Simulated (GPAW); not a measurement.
**revPBE/real-space grid (scalar-relativistic datasets) run of C2H4BN (SMILES CB1C=N1)**

Wanted: ionisation energies of C2H4BN. 

Program for the calculation: GPAW 26.7.0.

4 further runs of the same task are left out: 2 that didn't finish, 2 set aside as unsound or not needed. Runs told in other sessions of the task aren't counted.

### Step 1. Starting point

C2H4BN: 8 atoms, total charge 0, spin state singlet. SMILES: `CB1C=N1`. Geometry: relaxed at GFN2-xTB.

Bond lengths: C1–B2 1.557 Å, B2–C3 1.460 Å, B2–N4 1.446 Å, C3–N4 1.304 Å, C1–H5 1.088 Å, C1–H6 1.087 Å, C1–H7 1.089 Å, C3–H8 1.071 Å. Some angles: C1–B2–C3 157.7°, C1–B2–N4 148.9°, C3–B2–N4 53.3°, B2–C3–N4 62.8°, B2–N4–C3 63.9°, B2–C1–H5 112.6°, B2–C1–H6 112.6°, B2–C1–H7 108.9°, B2–C3–H8 166.6°, N4–C3–H8 130.6°.

### Step 2. Ionisation energies at revPBE/real-space grid (scalar-relativistic datasets)

Input file mol.xyz:

```xyz
8

C      0.200870     1.205120    -0.197010
B     -0.181460    -0.268740     0.129530
C     -0.033330    -1.719560     0.195760
N     -1.153430    -1.213590     0.632120
H      1.273570     1.379200    -0.145440
H     -0.293020     1.920300     0.456100
H     -0.111850     1.433430    -1.214760
H      0.298640    -2.736180     0.143690
```

Input file mol_ipea.py:

```python
from ase.io import read
from gpaw import GPAW

# Atomic positions
atoms = read('mol.xyz')
atoms.center(vacuum=4.5)

energies = {}
for name, charge, unpaired in [('neutral', 0, 0), ('oxidised', 1, 1)]:
    atoms.set_initial_magnetic_moments([unpaired / len(atoms)] * len(atoms))
    calc = GPAW(mode='fd',
                h=0.25,
                xc='revPBE',
                charge=charge,
                occupations={'name': 'fermi-dirac', 'width': 0.0, 'fixmagmom': unpaired > 0},
                maxiter=100,
                symmetry='off',
                txt='-')
    atoms.calc = calc
    energies[name] = atoms.get_potential_energy()
    print(f'{name:10} {energies[name]:12.5f} eV')

ip = energies['oxidised'] - energies['neutral']
print(f'Vertical IP = {ip:.3f} eV')
```

Command:

```console
$ python mol_ipea.py > mol_ipea.log
```

The log of the run:

```text
[...]
Number of symmetries: 1
[...]
  Number of IBZ points: 1
[...]
Spin-components: 1 (collinear spins)
Bands:           16
[...]
  Valence electrons: 20.0
[...]
  Grid points: [44 56 44]
  Charge: 0.0  # |e|
[...]
    cutoffs:
[...]
occupation numbers:
  # Zero width
[...]
xc functional:
  name: revPBE with 2 nearest neighbor stencil
[...]
|iter     |     time |      energy | eigst |  dens |
[...]
|iter:   1| 00:00:01 |  -49.355276 | +1.20 |       |
[...]
Converged in 15 steps
[...]
dipole moment: (0.347596, 0.075836, -0.172455)  # |e|*Ang
Fermi level: -3.884
[...]
|iter:  16| 00:00:28 |  -35.203431c| -7.43c| -5.60c|  +1.0000|
Converged in 16 steps
[...]
Energy contributions relative to reference atoms: (reference = -4262.274914)
Energy contributions:
  Kinetic:          40.412752
  Coulomb:         -44.587467
  Zero:              1.657442
  External:          0.000000
  Xc:              -32.686158
  Entropy:           0.000000
  Spinorbit:         0.000000
  ----------------------------
  Free energy:     -35.203431
  Extrapolated:    -35.203431
[...]
Total magnetic moment: (0.000000, 0.000000, 1.000000)
Local magnetic moments
|        x |        y |         z |
|----------|----------|-----------|
| 0.000000 | 0.000000 |  0.012907 |  # C    0
| 0.000000 | 0.000000 |  0.062284 |  # B    1
| 0.000000 | 0.000000 |  0.090776 |  # C    2
| 0.000000 | 0.000000 |  0.188930 |  # N    3
| 0.000000 | 0.000000 |  0.010031 |  # H    4
| 0.000000 | 0.000000 |  0.016753 |  # H    5
| 0.000000 | 0.000000 | -0.000348 |  # H    6
| 0.000000 | 0.000000 |  0.023068 |  # H    7
Fermi levels: -11.429, -13.596
Eigenvalues  # (at kpt = [0.000, 0.000, 0.000])
| band index |      eig [eV] | occ [0-1] |      eig [eV] | occ [0-1] |
|------------|---------------|-----------|---------------|-----------|
|          0 |       -32.333 |     1.000 |       -31.916 |     1.000 |
|        ... |               |           |               |           |
|          2 |       -22.160 |     1.000 |       -21.769 |     1.000 |
|          3 |       -20.277 |     1.000 |       -19.251 |     1.000 |
|          4 |       -17.722 |     1.000 |       -17.410 |     1.000 |
|          5 |       -17.538 |     1.000 |       -17.340 |     1.000 |
|          6 |       -15.970 |     1.000 |       -15.648 |     1.000 |
|          7 |       -15.545 |     1.000 |       -15.488 |     1.000 |
|          8 |       -15.326 |     1.000 |       -15.220 |     1.000 |
|          9 |       -14.237 |     1.000 |       -12.955 |     0.000 |
|         10 |        -9.904 |     0.000 |        -9.592 |     0.000 |
|         11 |        -7.479 |     0.000 |        -7.368 |     0.000 |
[...]
Gap: 3.052 eV
Transition (v -> c):
  (s=1, k=0, n=9, [0.00, 0.00, 0.00]) -> (s=0, k=0, n=10, [0.00, 0.00, 0.00])
No difference between direct/indirect transitions
vacuum-level: 0.000  # V
oxidised      -35.20343 eV
Vertical IP = 9.316 eV
```

Wall time 29 s (1 thread of Arm Neoverse V1, shared host); peak memory 0.58 GiB.

### Step 3. Results

At revPBE/real-space grid (scalar-relativistic datasets):

| quantity | value |
| --- | --- |
| first ionisation energy | 9.32 eV |
